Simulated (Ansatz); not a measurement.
# MoPd, space group P-6m2: a comparison of functionals at one structure

Program: Ansatz's Python interface.

The cells in order, each with its output:

```python
import ansatz as az
from tabulate import tabulate

K_DENSITY = 1.9
FILLING = "fermi_dirac"
WIDTH_EV = 0.3
TOLERANCE = 1e-09
```

```python
structure = (
    az.Lattice.from_parameters(2.793896, 2.793896, 4.566371, alpha=90, beta=90, gamma=120)
    .space_group(187)
    .atom("Mo", (2 / 3, 1 / 3, 0.5))
    .atom("Pd", (1 / 3, 2 / 3, 0.0))
)
```

```python
[site.symbol for site in structure.resolved().sites]
```

    ['Mo', 'Pd']

```python
model = (
    structure.calculation()
    .basis(28 * az.Ry)
    .kpoints(density=K_DENSITY)
    .occupations(FILLING, width=WIDTH_EV)
    .mixing("anderson", preconditioner="none")
    .scf(tolerance=TOLERANCE, lower_state_search="standard")
    .stress()
)
```

```python
rows = []
for value in ["pbesol", "blyp", "lda"]:
    summary = model.functional(value).run(threads=1, backend="cpu").report
    rows.append((value, summary["free_energy_ev"] / len(summary["lattice"]["sites"]), summary["n_iterations"], sum(summary["stress_gpa"][i][i] for i in range(3)) / 3, summary["n_kpoints"]))
```

    DeckWarning: basis.ecutwfc = 380.959407443832 eV is below the records' recommended 420 eV, and the density's cutoff is lower with it unless basis.ecutrho_ratio is high enough to keep the records' density cutoff: compare with a run at a higher cutoff
    DeckWarning: output.stress: scf.convergence.dr2_threshold = 1e-9 eV is looser than the 2e-10 eV advised for a printed stress (1e-10 eV for each atom of the cell: 2). What an SCF threshold leaves in a stress goes as its square root, and in the free energy as the threshold itself, and one threshold admits the most on a [...]

```python
print(tabulate(rows, headers=["functional", "F/atom (eV)", "iterations", "P (GPa)", "k-points"], floatfmt=".4f", tablefmt="simple"))
```

    functional      F/atom (eV)    iterations    P (GPa)    k-points
    ------------  -------------  ------------  ---------  ----------
    pbesol           -5902.1733             8    -8.9350          10
    blyp             -5978.4227             9     9.9503          10
    lda              -5843.8277             8   -13.9223          10

Caveats:
- The cutoff lies under the one recommended for these potentials.
- Spin is left out of this run.
- Under the recommended cutoff a pressure can be off by several GPa, even in sign.
- BLYP can be off by several per cent in the lattices of metals, and by several GPa in the pressure at a fixed cell.
- For a metal this mesh is far too coarse, so the numbers only illustrate the procedure.
- A Fermi-Dirac width this large means warm electrons, whose thermal share enters the free energy.
- Pressure is positive in compression.
- The structure comes from a database of computed cells and needn't be a stable or known phase.
- Warnings are shown shortened and without file and line.
- Total energies of different functionals can't be compared; pressures, moments and gaps at this one structure can.
- Run time: 3.4 s on 1 thread of Arm Neoverse V1, with other jobs on the host, peak memory 0.34 GiB.
